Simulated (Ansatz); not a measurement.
# BAs: pressure up to the limit of the methods

An exercise on one series of results from a longer session: the logs are not shown, and one member is left open.

Method: DFT r²SCAN, with the methods named in each step, in Ansatz 0.2.0.

1 further run of the same task is left out (it didn't finish).

**The structure to begin with**

The structure is cubic, space group F-43m (No. 216). The conventional cell has a = 4.812 Å, b = 4.812 Å, c = 4.812 Å, α = 90.00°, β = 90.00°, γ = 90.00°. B (site symmetry -43m) is surrounded by 4 As at 2.08 Å. Around As (site symmetry -43m) lie 4 B at 2.08 Å.

As a file:

```
CELL_PARAMETERS angstrom
0.00000 2.40620 2.40620
2.40620 0.00000 2.40620
2.40620 2.40620 0.00000
ATOMIC_POSITIONS crystal
B 0.00000 0.00000 0.00000
As 0.25000 0.25000 0.25000
```

Whether this phase is the stable one at these pressures isn't tested.

Atoms are numbered in the order of the input: B1, As2.

Set-up of the first run:

File input.yaml:

```yaml
crystal:
  lattice:
    - [0.0, 2.4061959241, 2.4061959241]
    - [2.4061959241, 0.0, 2.4061959241]
    - [2.4061959241, 2.4061959241, 0.0]
  atoms:
    - { symbol: B, position: [0.0, 0.0, 0.0] }
    - { symbol: As, position: [0.25, 0.25, 0.25] }
kpoints:
  mp_grid: { grid: [15, 15, 15] }
scf:
  occupations: { method: fermi_dirac, width: 0.1 }
hamiltonian:
  xc: r2scan
  pseudopotentials: { kind: paw }
output:
  forces: true
  stress: true
relax:
  f_tol: 0.005
  max_steps: 40
  cell: {}
```

Run with:

```sh
$ ansatz run input.yaml --threads 1 --pin off --max-ram 2048MiB --backend cpu --events-out ev --progress --plain --runs-dir out
```

Among the steps run: Cell relaxed at zero pressure, PAW; Volume scaled by 1, PAW; Volume scaled by 0.95, PAW; Volume scaled by 0.85, PAW; Volume scaled by 0.75, PAW; Volume scaled by 0.65, PAW; Volume scaled by 0.55, PAW; Volume scaled by 0.45, PAW; Volume scaled by 0.4, PAW; Volume scaled by 0.4, PAW (level accurate).

One of the session's tables, all rows but one given; the rest of the session is left out.

```
              method  volume over the first  volume (Å³/atom)  pressure (GPa)  gap on the k mesh (eV)
                 PAW                      1            13.684            0.01                    1.37
                 PAW                   0.95                 ?               ?                       ?
                 PAW                   0.85            11.631           31.72                    1.19
                 PAW                   0.75            10.263           71.63                    1.05
                 PAW                   0.65             8.894          141.05                    0.88
                 PAW                   0.55             7.526          268.52                    0.64
                 PAW                   0.45             6.158          523.24                    0.44
                 PAW                    0.4             5.474          749.48                    0.39
PAW (level accurate)                    0.4             5.474          747.67                    0.41
```

**Question.** Estimate the row for PAW, 0.95.

**Answer.** volume (Å³/atom): 13.000; pressure (GPa): 8.03; gap on the k mesh (eV): 1.32. In the column «volume (Å³/atom)» it lies between PAW, 0.85 (11.631) and PAW, 1 (13.684).
